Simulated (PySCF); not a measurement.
# WOCl: relaxation and vibrations of the quartet

The task is one start of a wider search on WOCl: the quartet, from a bent start. It is relaxed, tested by its Hessian and followed downhill if it is a saddle.

Method: PBE0, basis W def2-TZVP with ECP60, O def2-TZVP, Cl def2-TZVP, scalar-relativistic core potentials, no spin–orbit coupling, density fitting; program: PySCF 2.14.0.

## 1. The system as given

3 atoms, charge 0, spin multiplicity 4.

Bond lengths: W1–O2 1.770 Å, W1–Cl3 2.360 Å. Angles: O2–W1–Cl3 110.0°.

```xyz
3
charge 0 multiplicity 4
W     0.0000    0.0000    0.0000
O    -1.4499    0.0000    1.0152
Cl    1.9332    0.0000    1.3536
```

## 2. First SCF at the start

The steps below are one call of a driver around PySCF. For each, scf.py gives the equivalent set-up of the SCF; relaxations use the driver's own optimiser. After this first run the driver tries any further starts and a stability analysis.

Contents of scf.py:

```python
from pyscf import gto, scf, dft
mol = gto.M(atom='''
W      0.000000     0.000000     0.000000
O     -1.449900     0.000000     1.015200
Cl     1.933200     0.000000     1.353600''',
    basis={'W': 'def2-TZVP', 'O': 'def2-TZVP', 'Cl': 'def2-TZVP'},
    ecp={'W': 'def2-TZVP'},
    charge=0, spin=3)
mf = dft.UKS(mol, xc='PBE0')
mf.grids.atom_grid = (50, 194)
aux = {'W': 'def2-universal-JKFIT', 'O': 'def2-universal-JKFIT', 'Cl': 'def2-universal-JKFIT'}
mf = mf.density_fit(auxbasis=aux)
mf.conv_tol = 1e-08
mf.diis_space = 10
mf.max_cycle = 60
mf.init_guess = 'minao'
mf.verbose = 4
mf.kernel()
```

Started as:

```
OMP_NUM_THREADS=4 python axn.py task.json out
```

What it wrote:

```text
init E= -583.091797979972
[... the frontier-level lines of each cycle are left out ...]
cycle= 1 E= -601.936135160641  delta_E= -18.8  |g|= 0.948  |ddm|= 5.24
cycle= 2 E= -594.40098807069  delta_E= 7.54  |g|= 3.49  |ddm|= 2.62
cycle= 3 E= -602.316441828225  delta_E= -7.92  |g|= 0.191  |ddm|= 2.26
cycle= 4 E= -602.329639702436  delta_E= -0.0132  |g|= 0.119  |ddm|= 0.322
cycle= 5 E= -602.336066396678  delta_E= -0.00643  |g|= 0.0261  |ddm|= 0.113
cycle= 6 E= -602.336457514639  delta_E= -0.000391  |g|= 0.0129  |ddm|= 0.0209
cycle= 7 E= -602.336613028563  delta_E= -0.000156  |g|= 0.00789  |ddm|= 0.0165
cycle= 8 E= -602.336701299677  delta_E= -8.83e-05  |g|= 0.00421  |ddm|= 0.0161
cycle= 9 E= -602.336728753237  delta_E= -2.75e-05  |g|= 0.00169  |ddm|= 0.00803
cycle= 10 E= -602.336737819437  delta_E= -9.07e-06  |g|= 0.000799  |ddm|= 0.00579
cycle= 11 E= -602.336739076592  delta_E= -1.26e-06  |g|= 0.000248  |ddm|= 0.00223
cycle= 12 E= -602.336739195048  delta_E= -1.18e-07  |g|= 0.000117  |ddm|= 0.000752
cycle= 13 E= -602.336739219725  delta_E= -2.47e-08  |g|= 3.49e-05  |ddm|= 0.000397
cycle= 14 E= -602.33673922278  delta_E= -3.05e-09  |g|= 1.26e-05  |ddm|= 0.000137
Extra cycle  E= -602.336739223283  delta_E= -5.03e-10  |g|= 1.19e-05  |ddm|= 4.65e-05
converged SCF energy = -602.336739223283  <S^2> = 3.7955995  2S+1 = 4.0227351
```

This step, with its further starts and checks, took 9.9 s on 4 threads of Arm Neoverse V1, shared host.

The starts that the driver tried:

| start | energy (Eh) |
| --- | --- |
| the minimal-basis guess | -602.336739 |
| a thermally smeared density | -602.336739 |
| a smeared PBE density | -602.336739 |

No lower solution of this spin turned up from the other starts or in the test of internal stability.

## 3. Relaxation: bent start, quartet

The program finds Cs symmetry in the start, which this walk keeps. Threshold on the gradient: 0.0003 Eh/bohr, with a further test on the energy change.

scf.py: that of step 2 with these lines changed.

```diff
@@ -3,3 +3,3 @@
-W      0.000000     0.000000     0.000000
-O     -1.449900     0.000000     1.015200
-Cl     1.933200     0.000000     1.353600''',
+W     -0.189051     0.000000    -0.270617
+O     -1.638951     0.000000     0.744583
+Cl     1.744149     0.000000     1.082983''',
@@ -16 +15,0 @@
-mf.init_guess = 'minao'
```

Energy and gradient, step by step:

| step | energy (Eh) | change (kJ/mol) | largest symmetric gradient (Eh/bohr) |
| --- | --- | --- | --- |
| 0 | -602.336739 | 0.00 | 0.08691 |
| 1 | -602.353616 | -44.31 | 0.02878 |
| 2 | -602.358240 | -56.45 | 0.01444 |
| 3 | -602.359772 | -60.47 | 0.02080 |
| 4 | -602.360464 | -62.29 | 0.00612 |
| 5 | -602.360588 | -62.62 | 0.00103 |
| 6 | -602.360597 | -62.64 | 0.00029 |
| 7 | -602.360598 | -62.64 | 0.00006 |

The walk took 15 s.

Positions (Å) and forces (eV/Å) along the way:

```
step 0
W   -0.189   0.000  -0.271  -2.542   0.000   4.469
O   -1.639   0.000   0.745   3.170   0.000  -3.255
Cl   1.744   0.000   1.083  -0.628   0.000  -1.214
step 1
W   -0.205   0.000  -0.147   1.444   0.000   0.236
O   -1.648   0.000   0.667  -1.480   0.000   0.208
Cl   1.769   0.000   1.037   0.035   0.000  -0.444
step 4
W   -0.190   0.000   0.047  -0.316   0.000   0.199
O   -1.809   0.000   0.544   0.292   0.000  -0.150
Cl   1.916   0.000   0.966   0.024   0.000  -0.050
step 7
W   -0.194   0.000   0.081   0.002   0.000   0.000
O   -1.825   0.000   0.522  -0.003   0.000   0.005
Cl   1.936   0.000   0.954   0.002   0.000  -0.005
```

End point (Cs, 7 steps, 62.6 kJ/mol gained): W–Cl 2.302 Å, W–O 1.690 Å; Cl–W–O 142.6°.

## 4. Hessian and properties

The point is checked on the finer grid, and tightened if its gradient asks for it. The Hessian and the dipole derivatives come from central differences of analytic gradients, with steps of 0.02 bohr.

scf.py: that of step 3 with these lines changed.

```diff
@@ -3,3 +3,3 @@
-W     -0.189051     0.000000    -0.270617
-O     -1.638951     0.000000     0.744583
-Cl     1.744149     0.000000     1.082983''',
+W     -0.205889     0.000000    -0.162194
+O     -1.835723     0.000000     0.282989
+Cl     1.922797     0.000000     0.713685''',
@@ -10 +10 @@
-mf.grids.atom_grid = (50, 194)
+mf.grids.atom_grid = (75, 302)
@@ -13 +13 @@
-mf.conv_tol = 1e-08
+mf.conv_tol = 1e-10
```

The driver hands on the density of the step before, so the log starts near convergence.

SCF at the final geometry:

```text
init E= -602.360523172245
[... the frontier-level lines of each cycle are left out ...]
cycle= 1 E= -602.360523172241  delta_E= 4.32e-12  |g|= 4.13e-06  |ddm|= 4.47e-06
Extra cycle  E= -602.360523172186  delta_E= 5.45e-11  |g|= 1.25e-05  |ddm|= 9.31e-06
converged SCF energy = -602.360523172186  <S^2> = 3.7789191  2S+1 = 4.0144335
```

The whole step took 44 s.

Geometry: Cs; W–Cl 2.302 Å, W–O 1.690 Å; Cl–W–O 142.4°.

Modes, for the most abundant isotopes:

| symmetry | ω (cm⁻¹) | IR (km/mol) | μ (u) | type |
| --- | --- | --- | --- | --- |
| a' | 121 | 3.7 | 20.68 | bend |
| a' | 382 | 58.9 | 39.82 | stretch |
| a' | 1034 | 171 | 17.20 | stretch |

Every mode is real; the point is a minimum.

Properties at this point:

```yaml
Dipole_moment: 1.49 D
Highest_occupied_level: -6.97 eV
Lowest_empty_level: -3.13 eV
Rotational_constants: 1.383, 0.08315, 0.07844 cm⁻¹
Zero-point_energy: 9.2 kJ/mol
Principal_polarisabilities: 46.5, 49.1, 69.2 bohr³
Atomisation_energy_without_zero-point_energy: 1141 kJ/mol
Principal_traceless_quadrupole_moments_about_the_centre_of_mass: -8.79, 3.43, 5.37 D Å
Entropy_at_298.15_K_and_1_bar_electronic_part_spin_only: 309.4 J/(mol K)
Heat_capacity_Cp_at_298.15_K: 49.1 J/(mol K)
Enthalpy_at_298.15_K_above_0_K: 12.69 kJ/mol
Rotational_symmetry_number: 1
Spin_squared_⟨S²⟩: 3.779
```

Charges (e) and bond orders:

```
atom  Mulliken  Löwdin  polar tensor  spin (Mulliken)  Mayer order to W1
  W1      0.83    0.30          1.22             3.21                  –
  O2     -0.46   -0.28         -0.70            -0.18               2.22
 Cl3     -0.38   -0.02         -0.52            -0.03               1.04
```

Mulliken populations on W1 (outside its core potential): s 2.79, p 6.28, d 4.02, f 0.07.

## 5. Outcome

| quantity | value |
| --- | --- |
| minimum | quartet, Cs |
| geometry | W–Cl 2.302 Å, W–O 1.690 Å; Cl–W–O 142.4° |
| wavenumbers (cm⁻¹) | 121 (a'), 382 (a'), 1034 (a') |
| dipole moment | 1.49 D |
| highest occupied, lowest empty level (either spin) | -6.97, -3.13 eV |
| polar-tensor charge of W1 | +1.22 e |
| zero-point energy | 9.2 kJ/mol |
| entropy at 298.15 K | 309.4 J/(mol K) |
| atomisation energy (no zero-point energy) | 1141 kJ/mol |
| ⟨S²⟩ | 3.779 |

What this shows: The bent start keeps its Cs symmetry and ends in a minimum. In the infrared the band at 1034 cm⁻¹ (a', stretch) leads. Most of the spin sits on W1 (Mulliken spin 3.21, against 3 for the whole molecule). Other starts or spin states, not run here, may lie lower. One determinant may miss the lowest occupation of an open d or f shell. Spin–orbit coupling, left out here, can matter for elements this heavy.

The search up to here took 69 s.
